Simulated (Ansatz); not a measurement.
# GaCO (quartet): from Hartree-Fock to the top rungs, cc-pVDZ

One table from this session's results is given with a row withheld; the runs are named, their logs left out.

The runs use Ansatz 0.2.0, Gaussian basis; cc-pVDZ, core rule «outside noble gas», up to 16 orbitals frozen.

Plan: UHF; CCSD(T) on ROHF; CCSD(T) on UHF; BCCD(T) on ROHF; CISD as a restricted active space (open shells left free, so some higher excitations enter); CCSDT(Q) on ROHF; CCSDT(Q) on UHF; CASSCF and MRCISD+Q, 11 electrons in 11 orbitals; CASSCF and NEVPT2, 11 electrons in 11 orbitals.

25 further runs of the same task are left out: 4 for a known fault of the program, 8 that didn't finish, 13 set aside as unsound or not needed. Runs told in other sessions of the task aren't counted.

### The system

The geometry is a PBE0/def2-TZVP stationary point (not a proven minimum) of the parent state, kept for this charge and spin. No spin-orbit coupling is included. The filled d shell of Ga may be among the frozen orbitals whatever the setting's name suggests.

3 atoms, charge 0, spin multiplicity 4.

Atoms are counted from 1 here; the program's logs count them from 0.

Bond lengths: Ga1–C2 2.188 Å, C2–O3 1.145 Å. Angles: Ga1–C2–O3 180.0°.

Coordinates:

```
Ga    0.0000    0.0000    1.8405
C     0.0000    0.0000   -0.3478
O     0.0000    0.0000   -1.4928
```

The first run:

in.yaml

```yaml
crystal:
  periodic: [false, false, false]
  atoms:
    - {symbol: Ga, position_ang: [0.000000, 0.000000, 1.840547]}
    - {symbol: C, position_ang: [0.000000, 0.000000, -0.347787]}
    - {symbol: O, position_ang: [0.000000, 0.000000, -1.492760]}
basis:
  gaussian: {orbitals: cc-pVDZ}
magnetization: {spin_polarized: true, initial_magnetization: 3}
hamiltonian: {xc: hf}
output: {orbitals: {seedname: orbitals}}
```

The run is started by

```console
$ ansatz run in.yaml --threads 1 --pin off --events-out ev --progress --plain --max-ram 2393MiB
```

Among the steps run: UHF; CCSD(T) on ROHF; CCSD(T) on UHF; BCCD(T) on ROHF; CISD as a restricted active space (open shells left free, so some higher excitations enter); CCSDT(Q) on ROHF; CCSDT(Q) on UHF; CASSCF and MRCISD+Q, 11 electrons in 11 orbitals; CASSCF and NEVPT2, 11 electrons in 11 orbitals.

One of the session's tables, all rows but one given; the rest of the session is left out.

It belongs to the step «Misses and costs». 

| method | from RCCSDT(Q) (meV) |
| --- | --- |
| ROHF | +9403.9 |
| UHF | +9356.2 |
| RMP2 | +778.7 |
| UMP2 | ? |
| RCCSD | +462.9 |
| UCCSD | +438.5 |
| RCCSD(T) | +74.2 |
| UCCSD(T) | +52.3 |
| BCCD(T) | +69.9 |
| RCCSDT | +40.1 |
| UCCSDT | +17.3 |
| RCCSDT(Q) | 0 |
| UCCSDT(Q) | -27.4 |
| CASSCF valence | +5343.9 |
| NEVPT2 valence | +1094.8 |
| MRCISD valence | +437.2 |
| MRCISD+Q valence | +144.1 |

Estimate the missing values for UMP2.

The run gave: from RCCSDT(Q) (meV): +756.8. In the column «from RCCSDT(Q) (meV)» it lies between RCCSD (+462.9) and RMP2 (+778.7).

Not comparable, so not listed: CISD as a restricted active space (open shells left free, so some higher excitations enter) (they don't share determinant, frozen orbitals or solution with the rows shown, or repeat one).

To keep in mind: Restricted and unrestricted rows rest on different reference determinants; a gap between their highest levels can come from leftover correlation error, from unlike frozen cores or from another state.
